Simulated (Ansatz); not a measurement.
**Thallium, diamond under LDA: from relaxation to bulk modulus**

The plan for thallium in the diamond structure: relax it, solve it on a dense k-mesh, switch on spin-orbit coupling, then scale the cell to 7 volumes from 88 to 112 % of the relaxed one and try a fit of the equation of state. The k-meshes are 8×8×8 for the relaxation; 13×13×13 for the dense run; 8×8×8 for spin-orbit coupling; 9×9×9 for the volumes.

This is Tl in the diamond structure; at room conditions it is hcp.

Program: Ansatz 0.2.0. Level of theory: DFT LDA (PW92), plane waves (420 eV) with PAW, scalar-relativistic; PBE-made PAW files. These are calculated values, not measurements.

## 1. Starting point

Symmetry: Fd-3m, No. 227, cubic system. Conventional cell: a = 6.715 Å, b = 6.715 Å, c = 6.715 Å, α = 90.00°, β = 90.00°, γ = 90.00°. Tl (site symmetry -43m) is surrounded by 4 Tl at 2.91 Å.

Structure file:

```cif
data_structure
_symmetry_space_group_name_H-M 'Fd-3m:1'
_symmetry_Int_Tables_number 227
_cell_length_a 6.7151
_cell_length_b 6.7151
_cell_length_c 6.7151
_cell_angle_alpha 90.000
_cell_angle_beta 90.000
_cell_angle_gamma 90.000
_cell_volume 302.80
loop_
_atom_site_label
_atom_site_type_symbol
_atom_site_symmetry_multiplicity
_atom_site_Wyckoff_symbol
_atom_site_fract_x
_atom_site_fract_y
_atom_site_fract_z
_atom_site_occupancy
Tl1 Tl 8 b 0.75000 0.75000 0.75000 1
```

## 2. Relaxing cell and atoms

input.yaml reads:

```yaml
crystal:
  lattice:
    - [0.0, 3.3575531457, 3.3575531457]
    - [3.3575531457, 0.0, 3.3575531457]
    - [3.3575531457, 3.3575531457, 0.0]
  atoms:
    - { symbol: Tl, position: [0.125, 0.125, 0.125] }
    - { symbol: Tl, position: [0.875, 0.875, 0.875] }
hamiltonian:
  xc: lda
  pseudopotentials:
    kind: paw
    azcp:
      Tl: "pseudopotentials/Tl.paw.azcp"
basis:
  ecutwfc: 420
  fft_grid_basis: typed
kpoints:
  mp_grid: { grid: [8, 8, 8], shift: [0, 0, 0] }
magnetization:
  spin_polarized: false
scf:
  occupations: { method: fermi_dirac, width: 0.1 }
relax:
  max_steps: 60
  f_tol: 0.01
  cell: {}
```

Further steps of the session: The energy on a finer k-mesh; Spin-orbit coupling switched on; Equation of state: 88 %; Equation of state: 92 %; Equation of state: 96 %; Equation of state: 100 %; Equation of state: 104 %; Equation of state: 108 %; Equation of state: 112 %.

What does the calculation give? Wanted: space group; conventional cell; volume; shortest distance; gap on the mesh; relative to hcp; V₀, B₀, B₀′.

The runs gave:

```
                      quantity                         value
space group (spins left aside)               Fd-3m (No. 227)
             conventional cell                   a = 6.748 Å
                        volume                38.415 Å³/atom
             shortest distance                       2.922 Å
               gap on the mesh  none (levels filled in part)
               relative to hcp                 +448 meV/atom
                   V₀, B₀, B₀′   38.384 Å³/atom, 24 GPa, 5.2
```

In words: From the guessed start the volume grew by 1.5 % in 3 steps. It lies 448 meV/atom above the element's reference form at the same level (hcp, from a run of its own), so it is far from stable. No gap shows: it is a metal or semimetal at this level. Totals with and without spin-orbit coupling (-34.2 eV/atom apart) can't be read as binding, since the two-component data shift the zero of energy. B₀ comes out at 24 GPa. The symmetry was held, so the structure may be unstable against distortions that break it.
